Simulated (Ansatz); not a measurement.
**C₂H₆Se: geometry at several levels**

The task here is to estimate one member of a computed series from the others.

Method: the levels named in each step, in Ansatz 0.2.0.

## The starting structure

Bond lengths: C1–Se2 1.953 Å, Se2–C3 1.952 Å, C1–H4 1.087 Å, C1–H5 1.086 Å, C1–H6 1.087 Å, C3–H7 1.088 Å, C3–H8 1.086 Å, C3–H9 1.087 Å. Angles: C1–Se2–C3 96.8°, Se2–C1–H4 109.2°, Se2–C1–H5 107.7°, Se2–C1–H6 109.2°, H4–C1–H5 110.0°, H4–C1–H6 110.7°, H5–C1–H6 110.0°, Se2–C3–H7 109.2°, Se2–C3–H8 107.7°, Se2–C3–H9 109.2°, H7–C3–H8 110.2°, H7–C3–H9 110.5°, H8–C3–H9 110.0°.

Structure file:

```xyz
9

C     1.4217   -0.3668    0.9140
Se    0.0132    0.1760   -0.3251
C    -1.4891   -0.5144    0.7135
H     1.4006   -1.4481    1.0278
H     2.3721   -0.0564    0.4897
H     1.2642    0.1226    1.8713
H    -1.3737   -1.5893    0.8379
H    -2.3990   -0.2966    0.1621
H    -1.5128   -0.0188    1.6812
```

The first run:

The input, input.yaml:

```yaml
crystal:
  periodic: [false, false, false]
  atoms:
    - { symbol: C, position_ang: [1.42168, -0.36684, 0.91397] }
    - { symbol: Se, position_ang: [0.01318, 0.17599, -0.32506] }
    - { symbol: C, position_ang: [-1.48907, -0.51442, 0.71354] }
    - { symbol: H, position_ang: [1.40059, -1.4481, 1.02785] }
    - { symbol: H, position_ang: [2.37205, -0.0564, 0.48972] }
    - { symbol: H, position_ang: [1.26424, 0.12261, 1.8713] }
    - { symbol: H, position_ang: [-1.37369, -1.58934, 0.8379] }
    - { symbol: H, position_ang: [-2.39904, -0.29657, 0.16213] }
    - { symbol: H, position_ang: [-1.51275, -0.01877, 1.68117] }
basis:
  gaussian: { orbitals: def2-SVP }
hamiltonian:
  xc: pbe
  dispersion: d4
relax:
  f_tol: 0.03
  max_steps: 200
```

Command:

```sh
ansatz run input.yaml --threads 2 --pin off --max-ram 5120MiB --backend cpu --events-out ev --progress --plain --runs-dir out
```

Steps of the session up to this table: A rough first relaxation, PBE-D4/def2-SVP; Relaxation, HF/STO-3G; Relaxation, HF/def2-SVP; Relaxation, LDA/def2-SVP; Relaxation, PBE-D4/def2-SVP; Relaxation, PBE0-D4/def2-TZVPP; Relaxation, MP2/def2-TZVPP.

One table of the session follows, with a row left open; its other results are not shown here.

| level | C1–Se2 (Å) | Se2–C3 (Å) | dipole (D) |
| --- | --- | --- | --- |
| HF/STO-3G | 1.9277 | 1.9277 | 1.49 |
| HF/def2-SVP | 1.9440 | 1.9440 | 1.61 |
| LDA/def2-SVP | 1.9309 | 1.9309 | 1.39 |
| PBE-D4/def2-SVP | ? | ? | ? |
| PBE0-D4/def2-TZVPP | 1.9403 | 1.9403 | 1.55 |
| MP2/def2-TZVPP | 1.9344 | 1.9344 | 1.52 |

**Question.** Estimate the row for PBE-D4/def2-SVP.

As computed: C1–Se2 (Å): 1.9599; Se2–C3 (Å): 1.9599; dipole (D): 1.34. In the column «C1–Se2 (Å)» it is the highest.
